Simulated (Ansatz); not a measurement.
# ClGeH5Si (built from SMILES [SiH3][GeH2][Cl]): a reaction path by the nudged elastic band

Aim: the minimum-energy path between two given structures and its highest point. Both ends were relaxed at PBE0-D4 in triple zeta. A second band with other settings follows.

Method: PBE0-D4/def2-SVP; program: Ansatz 0.2.0, Gaussian basis.

16 further runs of the same task are left out: 16 set aside as unsound or not needed.

### 1 The starting structure

The first end: 8 atoms, charge 0, spin multiplicity 1.

Atoms are counted from 1 here; the program's logs count them from 0.

Bond lengths: Si1–Ge2 2.391 Å, Si1–H6 1.486 Å, Si1–H7 1.486 Å, Si1–H8 1.483 Å, Ge2–Cl3 2.168 Å, Ge2–H4 1.537 Å, Ge2–H5 1.537 Å. Angles: Ge2–Si1–H6 109.6°, Ge2–Si1–H7 109.5°, Ge2–Si1–H8 108.7°, H6–Si1–H7 109.1°, H6–Si1–H8 109.9°, H7–Si1–H8 109.9°, Si1–Ge2–Cl3 107.6°, Si1–Ge2–H4 113.8°, Si1–Ge2–H5 113.7°, Cl3–Ge2–H4 105.8°, Cl3–Ge2–H5 105.8°, H4–Ge2–H5 109.5°.

Geometry (Å):

| atom | x (Å) | y (Å) | z (Å) |
| --- | --- | --- | --- |
| Si1 | -0.3019 | 0.3559 | 1.1621 |
| Ge2 | 0.1960 | -0.1626 | -1.1184 |
| Cl3 | 1.2054 | -2.0808 | -1.1487 |
| H4 | -1.0509 | -0.3315 | -2.0014 |
| H5 | 1.1638 | 0.8305 | -1.7818 |
| H6 | -1.7711 | 0.5004 | 1.3299 |
| H7 | 0.3594 | 1.6325 | 1.5373 |
| H8 | 0.1993 | -0.7445 | 2.0211 |

The second end:

```mol
ClGeH5Si
  3D, bonds by distance, orders not assigned

  8  7  0  0  0  0  0  0  0  0999 V2000
   -0.0995   -0.0963    1.4990 Si  0  0
   -0.1960    0.7354   -1.7567 Ge  0  0
    0.6434   -1.1638   -0.1410 Cl  0  0
   -0.8324   -0.4120   -2.6517 H   0  0
    1.2111    0.6320   -2.4858 H   0  0
   -1.5555    0.0502    1.3113 H   0  0
    0.6120    1.1951    1.5498 H   0  0
    0.2169   -0.9406    2.6751 H   0  0
  1  3  8  0
  1  6  8  0
  1  7  8  0
  1  8  8  0
  2  3  8  0
  2  4  8  0
  2  5  8  0
M  END
```

### 2 The band at PBE0-D4/def2-SVP

neb/in.yaml

```yaml
crystal:
  periodic: [false, false, false]
  atoms:
    - {symbol: Si, position_ang: [-0.301887, 0.355929, 1.162052]}
    - {symbol: Ge, position_ang: [0.196004, -0.162598, -1.118356]}
    - {symbol: Cl, position_ang: [1.205391, -2.080778, -1.148695]}
    - {symbol: H, position_ang: [-1.050895, -0.331508, -2.001416]}
    - {symbol: H, position_ang: [1.163838, 0.830482, -1.781829]}
    - {symbol: H, position_ang: [-1.771105, 0.500391, 1.329880]}
    - {symbol: H, position_ang: [0.359368, 1.632498, 1.537302]}
    - {symbol: H, position_ang: [0.199287, -0.744517, 2.021062]}
basis:
  gaussian: {orbitals: def2-SVP}
hamiltonian: {xc: pbe0, dispersion: d4}
neb:
  images: 5
  climbing: true
  max_iterations: 40
  initial_path: idpp
  final_atoms:
    - {symbol: Si, position_ang: [-0.099505, -0.096300, 1.499032]}
    - {symbol: Ge, position_ang: [-0.195991, 0.735424, -1.756707]}
    - {symbol: Cl, position_ang: [0.643439, -1.163771, -0.140989]}
    - {symbol: H, position_ang: [-0.832399, -0.412036, -2.651705]}
    - {symbol: H, position_ang: [1.211137, 0.631952, -2.485794]}
    - {symbol: H, position_ang: [-1.555534, 0.050185, 1.311270]}
    - {symbol: H, position_ang: [0.611973, 1.195059, 1.549769]}
    - {symbol: H, position_ang: [0.216882, -0.940612, 2.675125]}
```

On the command line:

```console
$ ansatz run in.yaml --threads 4 --pin off --events-out ev --progress --plain --max-ram 9574MiB
```

Standard output (excerpt; [...] marks lines left out):

```text
Functional definition: PBE0
  name "PBE0"
  cite "Adamo & Barone, J. Chem. Phys. 110, 6158 (1999) doi:10.1063/1.478522"
  cite "Perdew, Burke & Ernzerhof, Phys. Rev. Lett. 77, 3865 (1996) doi:10.1103/PhysRevLett.77.3865"
  parent pbe
[...]
959 factors; integrals over basis functions are off by at most 2.2e-4 eV
[...]
mean field -76972.68812609 eV, -2828.6941146718 hartree, gradient 2.4e-5 eV, S^2 0.000000; 0 other end points of the search recorded, 0 dependent functions left out
[...]
reference -76972.68815248 eV, -2828.6941156418 hartree; 34, 34 occupied and 59, 59 virtual orbitals, 959 factors
[... from here to the last solve, the lines of the solves are left out (61 solves) ...]
WARN: NEB end point (image 0): max|allowed force component| = 1.498e-1 eV/Å (the criterion of neb.relax_end_points is 1.000e-2). That is over neb.f_tol: it is no minimum, so the barrier can be far off. Relax it first
WARN: NEB end point (image 6): max|allowed force component| = 2.742e-1 eV/Å (the criterion of neb.relax_end_points is 1.000e-2). That is over neb.f_tol: it is no minimum, so the barrier can be far off. Relax it first
NEB iter   1: max|band force component| = 1.728e0 eV/Å  barrier→ = 2.1020 eV  barrier← = 0.7075 eV  Δτ_max = 0.2000 Å  (170 SCF iters)
[...]
NEB iter   4: max|band force component| = 7.136e-2 eV/Å  barrier→ = 1.6615 eV  barrier← = 0.2670 eV  CI = image 4  Δτ_max = 0.0144 Å  (124 SCF iters)
[...]
NEB iter   5: max|band force component| = 3.969e-2 eV/Å  barrier→ = 1.6607 eV  barrier← = 0.2663 eV  CI = image 4  Δτ_max = 0.0000 Å  (815 SCF iters)
Total energy: -76971.17720245 eV, -2828.6385892524 hartree
Atom 0 at    -0.035455    -0.159521     1.202343 Å, force     0.006722    -0.013611    -0.001232 eV/Å
Atom 1 at    -0.209993     0.653334    -1.276175 Å, force    -0.000605    -0.000830    -0.038108 eV/Å
Atom 2 at     0.820965    -1.434816    -0.553436 Å, force     0.006576    -0.016766     0.009547 eV/Å
Atom 3 at    -1.169835     0.045823    -2.350723 Å, force     0.005383     0.011157     0.008212 eV/Å
Atom 4 at     0.971683     1.172900    -2.158344 Å, force    -0.010732     0.003027     0.011092 eV/Å
Atom 5 at    -1.514630    -0.106765     1.381661 Å, force    -0.012425     0.002018     0.008676 eV/Å
Atom 6 at     0.702337     1.066672     1.620273 Å, force     0.004985     0.011332     0.007980 eV/Å
Atom 7 at     0.434929    -1.237728     2.134401 Å, force     0.000096     0.003675    -0.006167 eV/Å
Dipole moment:    -0.110388     0.207900     0.021412 e Å
```

It took 51 s on 4 threads of Arm Neoverse V2, shared host.

The last band:

| image | path (Å) | energy (eV) | Si1–Cl3 (Å) | Si1–Ge2 (Å) | Ge2–Cl3 (Å) |
| --- | --- | --- | --- | --- | --- |
| 0 | 0.00 | 0.000 | 3.68 | 2.39 | 2.17 |
| 1 | 0.44 | 0.106 | 3.37 | 2.40 | 2.18 |
| 2 | 0.88 | 0.580 | 3.03 | 2.42 | 2.22 |
| 3 | 1.32 | 1.313 | 2.68 | 2.47 | 2.30 |
| 4 | 1.76 | 1.661 | 2.33 | 2.61 | 2.44 |
| 5 | 2.24 | 1.486 | 2.15 | 2.96 | 2.57 |
| 6 | 2.72 | 1.394 | 2.09 | 3.36 | 2.63 |

The highest image, 4:

```
Si   -0.0355   -0.1595    1.2023
Ge   -0.2100    0.6533   -1.2762
Cl    0.8210   -1.4348   -0.5534
H    -1.1698    0.0458   -2.3507
H     0.9717    1.1729   -2.1583
H    -1.5146   -0.1068    1.3817
H     0.7023    1.0667    1.6203
H     0.4349   -1.2377    2.1344
```

### 3 The band at CAM-B3LYP-D4/def2-SVP, other settings

Changes to neb/in.yaml since step 2:

```diff
@@ -13,8 +13,9 @@
   gaussian: {orbitals: def2-SVP}
-hamiltonian: {xc: pbe0, dispersion: d4}
+hamiltonian: {xc: {name: CAM-B3LYP}, dispersion: d4}
 neb:
-  images: 5
-  climbing: true
-  max_iterations: 40
+  images: 3
+  climbing: false
+  max_iterations: 25
   initial_path: idpp
+  max_displacement: 0.3
   final_atoms:
```

On the command line:

```console
$ ansatz run in.yaml --threads 4 --pin off --events-out ev --progress --plain --max-ram 9574MiB
```

Standard output (excerpt; [...] marks lines left out):

```text
Functional definition: CAM-B3LYP
  name "CAM-B3LYP"
  cite "Yanai, Tew & Handy, Chem. Phys. Lett. 393, 51 (2004) doi:10.1016/j.cplett.2004.06.011"
  cite "Iikura, Tsuneda, Yanai & Hirao, J. Chem. Phys. 115, 3540 (2001) doi:10.1063/1.1383587"
  cite "Becke, Phys. Rev. A 38, 3098 (1988) doi:10.1103/PhysRevA.38.3098"
  cite "Lee, Yang & Parr, Phys. Rev. B 37, 785 (1988) doi:10.1103/PhysRevB.37.785"
  cite "Vosko, Wilk & Nusair, Can. J. Phys. 58, 1200 (1980) doi:10.1139/p80-159"
[...]
  # Exact exchange under (alpha + beta erf(omega r))/r, Becke's under what is left of 1/r.
[...]
959 factors; integrals over basis functions are off by at most 2.2e-4 eV
329 factors; integrals over basis functions are off by at most 8.1e-7 eV
[...]
mean field -76990.89047384 eV, -2829.3630386137 hartree, gradient 3.1e-5 eV, S^2 0.000000; 0 other end points of the search recorded, 0 dependent functions left out
[...]
reference -76990.89060156 eV, -2829.3630433072 hartree; 34, 34 occupied and 59, 59 virtual orbitals, 959 factors
[...]
WARN: NEB end point (image 0): max|allowed force component| = 1.461e-1 eV/Å (the criterion of neb.relax_end_points is 1.000e-2). That is over neb.f_tol: it is no minimum, so the barrier can be far off. Relax it first
WARN: NEB end point (image 4): max|allowed force component| = 3.173e-1 eV/Å (the criterion of neb.relax_end_points is 1.000e-2). That is over neb.f_tol: it is no minimum, so the barrier can be far off. Relax it first
[...]
NEB iter   4: max|band force component| = 1.719e-1 eV/Å  barrier→ = 1.5925 eV  barrier← = 0.3151 eV  Δτ_max = 0.0110 Å  (83 SCF iters)
[...]
NEB iter   5: max|band force component| = 3.445e-2 eV/Å  barrier→ = 1.5894 eV  barrier← = 0.3120 eV  Δτ_max = 0.0000 Å  (516 SCF iters)
Total energy: -76989.45672985 eV, -2829.3103494940 hartree
Atom 0 at     0.014530    -0.268082     1.264623 Å, force     0.110076    -0.237987     0.134227 eV/Å
Atom 1 at    -0.289106     0.810139    -1.318151 Å, force    -0.174477     0.356454    -0.176108 eV/Å
Atom 2 at     0.769273    -1.350005    -0.495052 Å, force    -0.150661     0.237637     0.267557 eV/Å
Atom 3 at    -1.172930     0.092331    -2.393385 Å, force     0.063914    -0.031229    -0.160139 eV/Å
Atom 4 at     0.942506     1.208102    -2.198995 Å, force     0.019224    -0.058262    -0.165737 eV/Å
Atom 5 at    -1.461464    -0.173429     1.343555 Å, force     0.075407    -0.087120    -0.068104 eV/Å
Atom 6 at     0.734362     0.988085     1.576740 Å, force     0.043088    -0.105558    -0.074152 eV/Å
Atom 7 at     0.462829    -1.307242     2.220666 Å, force     0.013429    -0.073935     0.242456 eV/Å
Dipole moment:    -0.057782     0.061297     0.257315 e Å
```

It took 36 s on 4 threads of Arm Neoverse V2, shared host.

The last band:

| image | path (Å) | energy (eV) | Si1–Cl3 (Å) | Si1–Ge2 (Å) | Ge2–Cl3 (Å) |
| --- | --- | --- | --- | --- | --- |
| 0 | 0.00 | 0.000 | 3.68 | 2.39 | 2.17 |
| 1 | 0.67 | 0.362 | 3.18 | 2.41 | 2.20 |
| 2 | 1.34 | 1.490 | 2.65 | 2.50 | 2.31 |
| 3 | 2.01 | 1.589 | 2.20 | 2.82 | 2.54 |
| 4 | 2.68 | 1.277 | 2.09 | 3.36 | 2.63 |

The highest image, 3:

```xyz
8

Si    0.0145   -0.2681    1.2646
Ge   -0.2891    0.8101   -1.3182
Cl    0.7693   -1.3500   -0.4951
H    -1.1729    0.0923   -2.3934
H     0.9425    1.2081   -2.1990
H    -1.4615   -0.1734    1.3436
H     0.7344    0.9881    1.5767
H     0.4628   -1.3072    2.2207
```

### 4 Summary of results

```
                                                                       quantity                                           value
                                                 PBE0-D4/def2-SVP, 5 iterations  highest 1.661 eV (image 4), last end +1.394 eV
                                            CAM-B3LYP-D4/def2-SVP, 5 iterations  highest 1.589 eV (image 3), last end +1.277 eV
from earlier runs: barrier over the separately found saddle, CCSD(T)/def2-TZVPP                                        1.773 eV
```

What this shows: The highest image lies 1.661 eV above the first end, and it climbed, so it estimates the saddle. The ends are not quite minima at this level (largest force component 0.27 eV/Å), so the heights are unreliable: relaxing the first end would lower it and raise the barrier above it. The highest image is 0.112 eV below the CCSD(T) barrier in triple zeta, which comes from separate runs on the saddle. The second band's highest image lies at 1.589 eV; the levels differ, and it didn't climb, so it lies under its saddle.
